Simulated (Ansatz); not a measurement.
# CH4BFSi: two geometries relaxed

Are the two ends of the shift of H5 from C3 to B2 separate minima, and which lies lower? Each is relaxed from a guess. SMILES of the start: FB=C[SiH3].

Program: Ansatz 0.2.0. Level of theory: RKS PBE-D4/STO-3G. These are calculated values, not measurements.

## Step 1: The starting structure

Bond lengths: F1–B2 1.290 Å, B2–C3 1.379 Å, C3–Si4 1.879 Å, C3–H5 1.075 Å, Si4–H6 1.468 Å, Si4–H7 1.465 Å, Si4–H8 1.469 Å. Angles: F1–B2–C3 173.4°, B2–C3–Si4 122.5°, B2–C3–H5 125.2°, Si4–C3–H5 112.3°, C3–Si4–H6 108.8°, C3–Si4–H7 110.8°, C3–Si4–H8 109.9°, H6–Si4–H7 109.5°, H6–Si4–H8 108.7°, H7–Si4–H8 109.1°.

As a file:

```xyz
8

F    -0.0532    0.5171   -2.8832
B     0.2688   -0.0294   -1.7595
C     0.5191   -0.5067   -0.4896
Si   -0.3195    0.1990    1.0369
H     1.1875   -1.3142   -0.2514
H     0.7085    0.5342    2.0294
H    -1.0854    1.4014    0.7013
H    -1.2257   -0.8016    1.6160
```

## Step 2: Relaxing end A

Input file input.yaml:

```yaml
crystal:
  periodic: [false, false, false]
  atoms:
    - { symbol: F, position_ang: [-0.05319, 0.51711, -2.88324] }
    - { symbol: B, position_ang: [0.26876, -0.02936, -1.75949] }
    - { symbol: C, position_ang: [0.51906, -0.50666, -0.48963] }
    - { symbol: Si, position_ang: [-0.3195, 0.19904, 1.03694] }
    - { symbol: H, position_ang: [1.18749, -1.31416, -0.25137] }
    - { symbol: H, position_ang: [0.7085, 0.53419, 2.02944] }
    - { symbol: H, position_ang: [-1.08541, 1.40143, 0.70131] }
    - { symbol: H, position_ang: [-1.22571, -0.8016, 1.61604] }
basis:
  gaussian: { orbitals: STO-3G }
hamiltonian:
  xc: pbe
  dispersion: d4
relax:
  f_tol: 0.02
  max_steps: 50
output:
  orbitals: {}
```

Launch:

```sh
$ ansatz run input.yaml --threads 1 --pin off --max-ram 2048MiB --backend cpu --events-out ev --progress --plain --runs-dir out
```

Log (excerpt; [...] marks lines left out):

```text
Warning: RAYON_NUM_THREADS=1 ignored (pool sized by the plan → 1); use --threads N
[...]
Functional definition: PBE
[...]
390 factors; integrals over basis functions are off by at most 1.4e-5 eV
[...]
mean field -12210.98359008 eV, -448.7453700334 hartree, gradient 1.5e-5 eV, S^2 0.000000; 0 other end points of the search recorded, 0 dependent functions left out
[...]
reference -12210.98360883 eV, -448.7453707225 hartree; 19, 19 occupied and 9, 9 virtual orbitals, 390 factors
relax step   1: F+E_penalty+E_count = -12211.12677762 eV  Δ(F+E_penalty+E_count) = +0.000e0 eV  max|allowed force component| = 1.286e0 eV/Å  Δτ_max = 0.0000 Å  (23 SCF iters, accepted)
[...]
relax step   6: F+E_penalty+E_count = -12211.17628061 eV  Δ(F+E_penalty+E_count) = -3.133e-4 eV  max|allowed force component| = 1.862e-2 eV/Å  Δτ_max = 0.0259 Å  (25 SCF iters, accepted)
[...]
relax step   7: F+E_penalty+E_count = -12211.17634704 eV  Δ(F+E_penalty+E_count) = -6.643e-5 eV  max|allowed force component| = 9.725e-3 eV/Å  Δτ_max = 0.0215 Å  (26 SCF iters, accepted)
390 factors; integrals over basis functions are off by at most 1.4e-5 eV
[...]
mean field -12211.03247193 eV, -448.7471664083 hartree, gradient 9.0e-6 eV, S^2 0.000000; 1 other end points of the search recorded, 0 dependent functions left out
[...]
reference -12211.03249065 eV, -448.7471670964 hartree; 19, 19 occupied and 9, 9 virtual orbitals, 390 factors
Total energy: -12211.17636576 eV, -448.7524544092 hartree
Atom 0 at     0.015417     0.587025    -2.850589 Å, force    -0.000281    -0.002239     0.002032 eV/Å
Atom 1 at     0.273552     0.006991    -1.715176 Å, force     0.001425    -0.002464     0.002094 eV/Å
Atom 2 at     0.490595    -0.541424    -0.477764 Å, force     0.000498     0.003480    -0.001119 eV/Å
Atom 3 at    -0.309898     0.185369     1.023168 Å, force     0.009725     0.000757     0.002270 eV/Å
Atom 4 at     1.137724    -1.414477    -0.321855 Å, force    -0.003154     0.000189    -0.002795 eV/Å
Atom 5 at     0.685217     0.635019     1.991190 Å, force    -0.006459    -0.001723    -0.001670 eV/Å
Atom 6 at    -1.130143     1.329567     0.653275 Å, force    -0.002740    -0.004844     0.004211 eV/Å
Atom 7 at    -1.162464    -0.788080     1.697751 Å, force     0.000986     0.006844    -0.005023 eV/Å
Dipole moment:    -0.011632     0.070118    -0.258202 e Å
```

Run time: 5.9 s. Hardware: 1 thread of Intel Xeon 6975P-C (Granite Rapids), shared host; peak memory 0.17 GiB.

Step by step:

| step | energy from step 1 (eV) | largest force component (eV/Å) |
| --- | --- | --- |
| 1 | 0.0000 | 1.2861 |
| 2 | -0.0405 | 0.2864 |
| 3 | -0.0464 | 0.1722 |
| 4 | -0.0478 | 0.0987 |
| 5 | -0.0492 | 0.0220 |
| 6 | -0.0495 | 0.0186 |
| 7 | -0.0496 | 0.0097 |

Step 1 is the start.

After: Bond lengths: F1–B2 1.301 Å, B2–C3 1.371 Å, C3–Si4 1.850 Å, C3–H5 1.098 Å, Si4–H6 1.459 Å, Si4–H7 1.456 Å, Si4–H8 1.459 Å. Angles: F1–B2–C3 176.1°, B2–C3–Si4 120.4°, B2–C3–H5 122.7°, Si4–C3–H5 116.9°, C3–Si4–H6 111.4°, C3–Si4–H7 110.3°, C3–Si4–H8 111.5°, H6–Si4–H7 108.1°, H6–Si4–H8 107.3°, H7–Si4–H8 108.2°.

## Step 3: Relaxing end B

The second end starts from a geometry with the move made by hand.

input.yaml, as its differences from that of step 2:

```diff
@@ -7,3 +7,3 @@
     - { symbol: Si, position_ang: [-0.3195, 0.19904, 1.03694] }
-    - { symbol: H, position_ang: [1.18749, -1.31416, -0.25137] }
+    - { symbol: H, position_ang: [1.01351, -0.92799, -1.84142] }
     - { symbol: H, position_ang: [0.7085, 0.53419, 2.02944] }
@@ -19,3 +19 @@
   max_steps: 50
-output:
-  orbitals: {}
```

Launch:

```sh
$ ansatz run input.yaml --threads 1 --pin off --max-ram 2048MiB --backend cpu --events-out ev --progress --plain --runs-dir out
```

Log (excerpt; [...] marks lines left out):

```text
Warning: RAYON_NUM_THREADS=1 ignored (pool sized by the plan → 1); use --threads N
[...]
[... 1 set-up line as earlier in the session ...]
[...]
391 factors; integrals over basis functions are off by at most 1.4e-5 eV
[...]
mean field -12206.79777680 eV, -448.5915442326 hartree, gradient 1.2e-5 eV, S^2 0.000000; 0 other end points of the search recorded, 0 dependent functions left out
[...]
reference -12206.79779537 eV, -448.5915449151 hartree; 19, 19 occupied and 9, 9 virtual orbitals, 391 factors
relax step   1: F+E_penalty+E_count = -12206.92953048 eV  Δ(F+E_penalty+E_count) = +0.000e0 eV  max|allowed force component| = 3.602e0 eV/Å  Δτ_max = 0.0000 Å  (26 SCF iters, accepted)
[...]
relax step   4: F+E_penalty+E_count = -12209.75671272 eV  Δ(F+E_penalty+E_count) = -6.985e-1 eV  max|allowed force component| = 2.367e0 eV/Å  Δτ_max = 0.1951 Å  (26 SCF iters, accepted)
[...]
reference -12211.03245974 eV, -448.7471659602 hartree; 19, 19 occupied and 9, 9 virtual orbitals, 392 factors
Total energy: -12211.17632788 eV, -448.7524530168 hartree
Atom 0 at    -0.183959     0.852217    -2.991477 Å, force     0.002151    -0.001891     0.002788 eV/Å
Atom 1 at     0.143936     0.187693    -1.922306 Å, force     0.000682     0.001751    -0.000778 eV/Å
Atom 2 at     0.438398    -0.452480    -0.746523 Å, force     0.000472    -0.002865    -0.002220 eV/Å
Atom 3 at    -0.264765     0.154053     0.852989 Å, force    -0.007541     0.006731     0.006050 eV/Å
Atom 4 at     1.087494    -1.336671    -0.700378 Å, force    -0.000872     0.000195    -0.001301 eV/Å
Atom 5 at     0.787986     0.498501     1.802398 Å, force     0.004231    -0.000372    -0.002487 eV/Å
Atom 6 at    -1.078257     1.340097     0.629469 Å, force    -0.000780    -0.000189    -0.000985 eV/Å
Atom 7 at    -1.104813    -0.857249     1.485778 Å, force     0.001657    -0.003360    -0.001069 eV/Å
Dipole moment:    -0.027143     0.088952    -0.252041 e Å
```

It took 13 s on 1 thread of Intel Xeon 6975P-C (Granite Rapids), shared host; peak memory 0.17 GiB.

Step by step:

| step | energy from step 1 (eV) | largest force component (eV/Å) |
| --- | --- | --- |
| 1 | 0.0000 | 3.6025 |
| 2 | -1.3405 | 2.3128 |
| 3 | -2.1287 | 2.4962 |
| 4 | -2.8272 | 2.3675 |
| 5 | -3.5390 | 1.8059 |
| 6 | -3.9486 | 1.5204 |
| 7 | -4.1310 | 0.8313 |
| 8 | -4.2023 | 0.5726 |
| 9 | -4.2091 | 0.7325 |
| 10 | -4.2431 | 0.1256 |
| 11 | -4.2454 | 0.0704 |
| 12 | -4.2461 | 0.1370 |
| 13 | -4.2464 | 0.0582 |
| 14 | -4.2466 | 0.0414 |
| 15 | -4.2468 | 0.0075 |

Step 1 is the start.

After: Bond lengths: F1–B2 1.301 Å, B2–C3 1.371 Å, C3–Si4 1.850 Å, C3–H5 1.098 Å, Si4–H6 1.459 Å, Si4–H7 1.455 Å, Si4–H8 1.459 Å. Angles: F1–B2–C3 176.1°, B2–C3–Si4 120.5°, B2–C3–H5 122.6°, Si4–C3–H5 116.9°, C3–Si4–H6 111.5°, C3–Si4–H7 110.3°, C3–Si4–H8 111.5°, H6–Si4–H7 108.1°, H6–Si4–H8 107.3°, H7–Si4–H8 108.0°.

Pairs that crossed the distance rule for bonds on the way: came closer C3–H5; moved apart B2–H5.

## Step 4: Results

| quantity | value |
| --- | --- |
| end A | 6 moves, 0.050 eV lower |
| end B | 14 moves, 4.247 eV lower |
| largest difference between the ends | 0.02 Å |
| end B relative to end A | +0.000 eV |

What this shows: The two relaxations end at one structure, within 0.02 Å: no second minimum was found from this start, which doesn't rule one out. In so small a basis the energies are only a sketch.
